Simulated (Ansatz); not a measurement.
# ZnCl3: the cost of one run

Method: DFT PBE, scalar-relativistic, plane waves, PAW, in Ansatz 0.2.0.

## (1) The starting structure

It takes space group Im-3m (No. 229, cubic). The conventional cell has a = 5.791 Å, b = 5.791 Å, c = 5.791 Å, α = 90.00°, β = 90.00°, γ = 90.00°. Around Zn (site symmetry m-3m) lie 6 Cl at 2.90 Å. Cl (site symmetry 4/mmm) has 2 Zn at 2.90 Å and 4 Cl at 2.90 Å as nearest neighbours.

Structure file:

```cif
data_structure
_symmetry_space_group_name_H-M 'Im-3m'
_symmetry_Int_Tables_number 229
_cell_length_a 5.7905
_cell_length_b 5.7905
_cell_length_c 5.7905
_cell_angle_alpha 90.000
_cell_angle_beta 90.000
_cell_angle_gamma 90.000
_cell_volume 194.16
loop_
_atom_site_label
_atom_site_type_symbol
_atom_site_symmetry_multiplicity
_atom_site_Wyckoff_symbol
_atom_site_fract_x
_atom_site_fract_y
_atom_site_fract_z
_atom_site_occupancy
Zn1 Zn 2 a 0.00000 0.00000 0.00000 1
Cl1 Cl 6 b 0.50000 0.00000 0.00000 1
```

The cell is invented: random cell by space group and Wyckoff sites (Im-3m, No. 229). The dimensions are guesses.

## (2) A first look at the guess

input.yaml reads:

```yaml
crystal:
  lattice:
    - [-2.89525439, 2.89525439, 2.89525439]
    - [2.89525439, -2.89525439, 2.89525439]
    - [2.89525439, 2.89525439, -2.89525439]
  atoms:
    - { symbol: Zn, position: [0.0, 0.0, 0.0] }
    - { symbol: Cl, position: [0.0, 0.5, 0.5] }
    - { symbol: Cl, position: [0.5, 0.0, 0.5] }
    - { symbol: Cl, position: [0.5, 0.5, 0.0] }
basis:
  ecutwfc: 420
kpoints:
  mp_grid: { grid: [4, 4, 4] }
hamiltonian:
  xc: pbe
scf:
  occupations: { method: gaussian, width: 0.1 }
  lower_state_search: "off"
output:
  forces: true
  stress: true
  eigenvalues: true
```

Launch:

```bash
$ ansatz run input.yaml --threads 1 --pin off --max-ram 2560MiB --backend cpu --events-out ev --progress --plain --runs-dir out
```

**Question.** How long does this run take on 1 thread of Arm Neoverse V2, shared host, and how much memory does it need?

About 1.1 s, with a peak of 0.32 GiB.
